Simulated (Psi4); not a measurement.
**wB97X-D/def2-SVP (density fitting, core potential, sweep point 5) run of TaClF4 (SMILES [F][Ta]([F])([F])([F])[Cl])**

We compute energy and gradient of TaClF4. 

Program for the calculation: Psi4 1.11.

7 further runs of the same task are left out: 1 that didn't finish, 6 set aside as unsound or not needed.

### Step 1. Starting point

The species is TaClF4 (6 atoms), meant as a singlet with charge 0. SMILES: `[F][Ta]([F])([F])([F])[Cl]`. Geometry: relaxed at PBE0-D4/def2-TZVP.

Bond lengths: F1–Ta2 1.845 Å, Ta2–F3 1.874 Å, Ta2–F4 1.845 Å, Ta2–F5 1.844 Å, Ta2–Cl6 2.320 Å. Angles: F1–Ta2–F3 88.9°, F1–Ta2–F4 120.2°, F1–Ta2–F5 119.9°, F1–Ta2–Cl6 91.1°, F3–Ta2–F4 88.9°, F3–Ta2–F5 89.0°, F3–Ta2–Cl6 179.8°, F4–Ta2–F5 119.9°, F4–Ta2–Cl6 91.0°, F5–Ta2–Cl6 91.2°.

### Step 2. Energy and gradient at wB97X-D/def2-SVP (density fitting, core potential, sweep point 5)

Input file clf4ta.in:

```
memory 1600 mb

molecule molecule1 {
  0 1
  F     -1.519000    -0.020400    -1.047800
  Ta    -0.021400    -0.043200     0.029300
  F     -0.955700    -1.124000     1.242600
  F      1.228600    -1.388300    -0.149500
  F      0.174400     1.222500     1.356600
  Cl     1.135100     1.289300    -1.477500
  symmetry c1
}

set globals {
  basis                     def2-SVP
  reference                 rks
  scf_type                  df
  orbital_optimizer_package ooo
}

result, w = gradient('wb97x-d', return_wfn=True)
```

Command:

```console
$ psi4 -i clf4ta.in -o clf4ta.out -n 1
```

**Question.** What will come out? Wanted: total energy; dipole moment; HOMO energy; LUMO energy; HOMO–LUMO gap; dispersion energy; largest force on an atom.

Answer, from the run:

At wB97X-D/def2-SVP (density fitting, core potential, sweep point 5):

| quantity | value |
| --- | --- |
| total energy | -916.38603 Eh |
| dipole moment | 0.06 D |
| HOMO energy | -11.81 eV |
| LUMO energy | -1.33 eV |
| HOMO–LUMO gap | 10.47 eV |
| dispersion energy | -4.73 kJ/mol |
| largest force on an atom | 0.341 eV/Å |

In words: The largest force is 0.34 eV/Å: the shape isn't a stationary point for this species at this level.
